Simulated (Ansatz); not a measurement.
# C₂H₆OSi: basis-set convergence

An exercise on one series of results from a longer session: the logs are not shown, and one member is left open.

Program: Ansatz 0.2.0, Gaussian basis. Level of theory: one geometry, several basis sets. These are calculated values, not measurements.

Plan: PBE0-D4/def2-SVP; ωB97M-V/def2-SVP; PBE0-D4/def2-QZVPP; ωB97M-V/def2-QZVPP; the functionals' def2-TZVPP values are taken from earlier runs.

## Structure used throughout

An earlier PBE0-D4 in a triple-zeta def2 set relaxation fixed the geometry.

10 atoms, charge 0, spin multiplicity 1.

Atoms are counted from 1 here; the program's logs count them from 0.

Bond lengths: O1–C2 1.398 Å, O1–H5 0.963 Å, C2–C3 1.539 Å, C2–Si4 1.857 Å, C2–H6 1.092 Å, C3–Si4 1.856 Å, C3–H7 1.085 Å, C3–H8 1.087 Å, Si4–H9 1.478 Å, Si4–H10 1.476 Å. Angles: C2–O1–H5 108.0°, O1–C2–C3 117.9°, O1–C2–Si4 120.1°, O1–C2–H6 114.4°, C3–C2–Si4 65.5°, C3–C2–H6 113.5°, Si4–C2–H6 116.5°, C2–C3–Si4 65.5°, C2–C3–H7 117.6°, C2–C3–H8 114.2°, Si4–C3–H7 122.9°, Si4–C3–H8 114.8°, H7–C3–H8 113.4°, C2–Si4–C3 49.0°, C2–Si4–H9 119.3°, C2–Si4–H10 119.1°, C3–Si4–H9 120.3°, C3–Si4–H10 117.5° and more.

The first run:

Contents of in.yaml:

```yaml
crystal:
  periodic: [false, false, false]
  atoms:
    - {symbol: O, position_ang: [-0.759252, 1.058541, -1.275207]}
    - {symbol: C, position_ang: [-0.581838, 0.455799, -0.026617]}
    - {symbol: C, position_ang: [-0.062548, -0.992177, 0.007584]}
    - {symbol: Si, position_ang: [1.123631, 0.265300, 0.681997]}
    - {symbol: H, position_ang: [-1.471166, 0.596165, -1.729776]}
    - {symbol: H, position_ang: [-1.387592, 0.646067, 0.685333]}
    - {symbol: H, position_ang: [-0.590458, -1.701453, 0.636876]}
    - {symbol: H, position_ang: [0.202654, -1.393493, -0.967428]}
    - {symbol: H, position_ang: [1.319548, 0.397889, 2.141419]}
    - {symbol: H, position_ang: [2.290220, 0.616362, -0.151280]}
basis:
  gaussian: {orbitals: def2-SVP}
hamiltonian: {xc: pbe0, dispersion: d4}
output: {orbitals: {seedname: orbitals}}
```

The run is started by

```
ansatz run in.yaml --threads 2 --pin off --events-out ev --progress --plain --max-ram 4352MiB
```

Steps of the session up to this table: PBE0-D4 in def2-SVP; ωB97M-V in def2-SVP; PBE0-D4 in def2-QZVPP; ωB97M-V in def2-QZVPP.

One of the session's tables, all rows but one given; the rest of the session is left out.

It belongs to the step «Density functionals: the series». 

| functional | basis | HOMO (eV) | LUMO (eV) |
| --- | --- | --- | --- |
| PBE0-D4 | def2-SVP | -6.76 | 0.68 |
| PBE0-D4 | def2-TZVPP | -6.83 | 0.19 |
| PBE0-D4 | def2-QZVPP | -6.85 | 0.03 |
| ωB97M-V | def2-SVP | ? | ? |
| ωB97M-V | def2-TZVPP | -9.01 | 1.84 |
| ωB97M-V | def2-QZVPP | -9.03 | 1.41 |

Q: Estimate the row for ωB97M-V, def2-SVP from the others.

**Answer.** HOMO (eV): -8.93; LUMO (eV): 2.58. In the column «HOMO (eV)» it lies between ωB97M-V, def2-TZVPP (-9.01) and PBE0-D4, def2-QZVPP (-6.85).
